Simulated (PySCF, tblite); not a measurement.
# C₅H₇ClO₂: geometry, infrared bands and NMR shifts

Aim: predict the infrared bands and NMR shifts of C₅H₇ClO₂ (`C/C=C(/OC)C(=O)Cl`).

The runs use tblite 0.8.0 and PySCF 2.14.0, with density-fitted response routines of our own; the level of theory stands in each step. All values are computed, except where a source is named. Atoms count from 0, in the outputs and in this text.

## (1) The starting structure

15 atoms, charge 0, multiplicity 1; geometry from: force field or distance geometry start.

Bonds of the start (Å): C0–C1 1.48, C1–C2 1.32, C2–O3 1.37, O3–C4 1.41, C2–C5 1.46, C5–O6 1.25, C5–Cl7 1.76, C0–H8 1.11, C0–H9 1.12, C0–H10 1.12, C1–H11 1.11, C4–H12 1.12, C4–H13 1.11, C4–H14 1.11.

## (2) Geometry optimisation with GFN2-xTB

The job: settings as JSON, then the geometry in Å.

```
{"job": {"kind": "relax", "xc": "GFN2-xTB", "basis": "xTB"}, "charge": 0, "multiplicity": 1}
C     -1.919800    -0.959200    -0.098400
C     -0.470000    -0.730400    -0.253700
C      0.034100     0.491700    -0.198700
O      1.391100     0.646700    -0.352300
C      2.368500    -0.176300     0.243800
C     -0.797000     1.682800    -0.019700
O     -2.042800     1.661600     0.117400
Cl     0.028200     3.241000     0.018300
H     -2.340400    -0.549900     0.837900
H     -2.421500    -0.500300    -0.991000
H     -2.056200    -2.071400    -0.106300
H      0.207400    -1.595100    -0.385500
H      3.360700     0.237400    -0.084200
H      2.369200    -1.227000    -0.099800
H      2.284000    -0.143800     1.350100
```

Started as:

```console
> OMP_NUM_THREADS=1 python probes_run.py task.json out
```

This one command runs all jobs of the session in turn.

**Question.** This job is followed by: GFN2-xTB harmonic vibrations, gas phase; GIAO PBE0/pcSseg-1 NMR shielding, non-relativistic, gas phase. What will the session give for the following? strongest single infrared mode (GFN2-xTB); zero-point energy (GFN2-xTB); 13C shifts against TMS (PBE0/pcSseg-1); 1H shifts against TMS (PBE0/pcSseg-1, means over atoms taken as alike); 17O shifts against H2O (PBE0/pcSseg-1); 35Cl shifts against HCl (PBE0/pcSseg-1); surface potential, 1st and 99th percentile.

**Answer**, as computed:

| quantity | value |
| --- | --- |
| strongest single infrared mode (GFN2-xTB) | 1777 cm⁻¹, 214 km/mol |
| zero-point energy (GFN2-xTB) | 69.2 kcal/mol |
| 13C shifts against TMS (PBE0/pcSseg-1) | 174.7, 153.3, 122.6, 56.0, 17.5 ppm |
| 1H shifts against TMS (PBE0/pcSseg-1, means over atoms taken as alike) | 5.58, 3.74, 2.21 ppm |
| 17O shifts against H2O (PBE0/pcSseg-1) | 586.4, 114.1 ppm |
| 35Cl shifts against HCl (PBE0/pcSseg-1) | 445 ppm |
| surface potential, 1st and 99th percentile | -1.37 V and 1.26 V |

**Reading.** Relaxing lowered the energy by 0.555 eV in 76 steps; the close pair that moved most is C5–O6, from 1.254 to 1.193 Å. All 39 modes are real, so the xTB geometry is a minimum. The strongest single mode, at 1777 cm⁻¹, moves mainly C5 and O6. GFN2-xTB is a fitted tight-binding method: band positions and strengths are rough. Its intensities can rank the bands wrongly. H11 (hydrogen on a β carbon of a C=C–C=O unit) lies farthest downfield among hydrogen, at 5.58 ppm; olefinic region. At PBE0/pcSseg-1: Shielding is most anisotropic at O6 (span 944 ppm, paramagnetic term -650 ppm). At PBE0/pcSseg-1, counted by nearest atom on the grid, the HOMO lies on C1 29 %; O3 27 %, the LUMO on C5 29 %; C1 22 %.
